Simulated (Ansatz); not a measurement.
# SnSi28H36: the cost of one run

Program: Ansatz 0.2.0, PAW, plane waves. These are calculated values, not measurements.

## (1) The starting cell

65 atoms (1 Sn, 28 Si, 36 H); a = 21.000 Å, b = 21.000 Å, c = 21.000 Å, α = 90.00°, β = 90.00°, γ = 90.00°. All atoms were shaken off their sites by about 0.02 Å along each axis. Defect site 1: (0.500, 0.500, 0.500).

Steps to follow: (2) PBEsol relaxation at the Γ point alone, on 1 × NVIDIA H100 80GB HBM3 with 2 threads of AMD EPYC 7R13; (3) HSE06 single point at the Γ point alone, on 1 × NVIDIA H100 80GB HBM3 with 2 threads of AMD EPYC 7R13.

## (2) Relaxing the atoms with PBEsol

The input, in.yaml:

```yaml
crystal:
  lattice:
    - [21.000000, 0.000000, 0.000000]
    - [0.000000, 21.000000, 0.000000]
    - [0.000000, 0.000000, 21.000000]
  atoms:
    - { symbol: Sn, position: [0.499726, 0.499792, 0.501937] }
    - { symbol: Si, position: [0.305612, 0.566070, 0.565820] }
    - { symbol: Si, position: [0.564861, 0.307130, 0.565342] }
    - { symbol: Si, position: [0.564117, 0.563290, 0.305199] }
    - { symbol: Si, position: [0.565873, 0.565039, 0.563825] }
    - { symbol: Si, position: [0.370398, 0.370962, 0.499082] }
    - { symbol: Si, position: [0.369844, 0.629276, 0.499527] }
    - { symbol: Si, position: [0.628868, 0.369623, 0.498759] }
    - { symbol: Si, position: [0.629819, 0.629529, 0.499822] }
    - { symbol: Si, position: [0.434991, 0.434487, 0.305727] }
    - { symbol: Si, position: [0.435192, 0.434328, 0.565290] }
    - { symbol: Si, position: [0.435653, 0.694765, 0.564832] }
    - { symbol: Si, position: [0.694253, 0.435411, 0.565837] }
    - { symbol: Si, position: [0.371526, 0.500429, 0.371122] }
    - { symbol: Si, position: [0.371544, 0.500783, 0.629424] }
    - { symbol: Si, position: [0.627720, 0.499306, 0.370612] }
    - { symbol: Si, position: [0.627897, 0.500459, 0.628299] }
    - { symbol: Si, position: [0.436510, 0.305312, 0.435757] }
    - { symbol: Si, position: [0.434123, 0.565004, 0.435531] }
    - { symbol: Si, position: [0.436027, 0.564331, 0.692849] }
    - { symbol: Si, position: [0.694673, 0.564864, 0.434980] }
    - { symbol: Si, position: [0.499699, 0.371216, 0.369343] }
    - { symbol: Si, position: [0.497733, 0.371091, 0.629576] }
    - { symbol: Si, position: [0.500490, 0.627715, 0.371889] }
    - { symbol: Si, position: [0.500351, 0.628636, 0.629814] }
    - { symbol: Si, position: [0.305446, 0.436116, 0.434930] }
    - { symbol: Si, position: [0.563995, 0.435824, 0.433133] }
    - { symbol: Si, position: [0.565403, 0.435712, 0.693628] }
    - { symbol: Si, position: [0.564311, 0.694364, 0.435305] }
    - { symbol: H, position: [0.265491, 0.524534, 0.523335] }
    - { symbol: H, position: [0.266347, 0.605196, 0.605093] }
    - { symbol: H, position: [0.523536, 0.266731, 0.523048] }
    - { symbol: H, position: [0.606033, 0.264573, 0.605247] }
    - { symbol: H, position: [0.524086, 0.522656, 0.265114] }
    - { symbol: H, position: [0.608230, 0.605194, 0.265873] }
    - { symbol: H, position: [0.328112, 0.328999, 0.540443] }
    - { symbol: H, position: [0.326656, 0.668797, 0.458227] }
    - { symbol: H, position: [0.670500, 0.330660, 0.457520] }
    - { symbol: H, position: [0.670267, 0.668818, 0.540813] }
    - { symbol: H, position: [0.395137, 0.395504, 0.264508] }
    - { symbol: H, position: [0.476987, 0.476751, 0.263125] }
    - { symbol: H, position: [0.394239, 0.736176, 0.605851] }
    - { symbol: H, position: [0.475265, 0.735613, 0.523675] }
    - { symbol: H, position: [0.735640, 0.394791, 0.606292] }
    - { symbol: H, position: [0.734915, 0.476459, 0.523898] }
    - { symbol: H, position: [0.329238, 0.540315, 0.330181] }
    - { symbol: H, position: [0.331613, 0.459125, 0.669902] }
    - { symbol: H, position: [0.670660, 0.458357, 0.330217] }
    - { symbol: H, position: [0.669907, 0.541590, 0.671204] }
    - { symbol: H, position: [0.392846, 0.263254, 0.393865] }
    - { symbol: H, position: [0.476045, 0.265341, 0.476387] }
    - { symbol: H, position: [0.395776, 0.604435, 0.732521] }
    - { symbol: H, position: [0.476339, 0.525113, 0.734292] }
    - { symbol: H, position: [0.735727, 0.523338, 0.474580] }
    - { symbol: H, position: [0.735713, 0.606742, 0.394136] }
    - { symbol: H, position: [0.539760, 0.327899, 0.327584] }
    - { symbol: H, position: [0.458087, 0.328621, 0.670251] }
    - { symbol: H, position: [0.457493, 0.670161, 0.329189] }
    - { symbol: H, position: [0.540109, 0.671552, 0.672205] }
    - { symbol: H, position: [0.264810, 0.394867, 0.394521] }
    - { symbol: H, position: [0.264573, 0.476424, 0.474453] }
    - { symbol: H, position: [0.523112, 0.476510, 0.734637] }
    - { symbol: H, position: [0.607232, 0.394046, 0.735491] }
    - { symbol: H, position: [0.524792, 0.736451, 0.476959] }
    - { symbol: H, position: [0.604797, 0.734537, 0.396199] }
kpoints:
  mp_grid: { grid: [1, 1, 1] }
hamiltonian:
  xc: pbesol
scf:
  occupations: { method: fermi_dirac, width: 0.01 }
relax:
  f_tol: 0.03
  max_steps: 80
  escape_saddle: false
  adjacent_minimum: "off"
output:
  forces: true
  eigenvalues: true
  populations: true
```

On the command line:

```sh
ansatz run in.yaml --threads 2 --pin off --max-ram 30400MiB --runs-dir r --events-out ev --progress --plain --backend cuda --devices 0, --max-vram 18GiB
```

Q: Estimate wall time and peak memory on 1 × NVIDIA H100 80GB HBM3 with 2 threads of AMD EPYC 7R13, shared host.

About 20 s, with a peak of 2.6 GiB on the host.
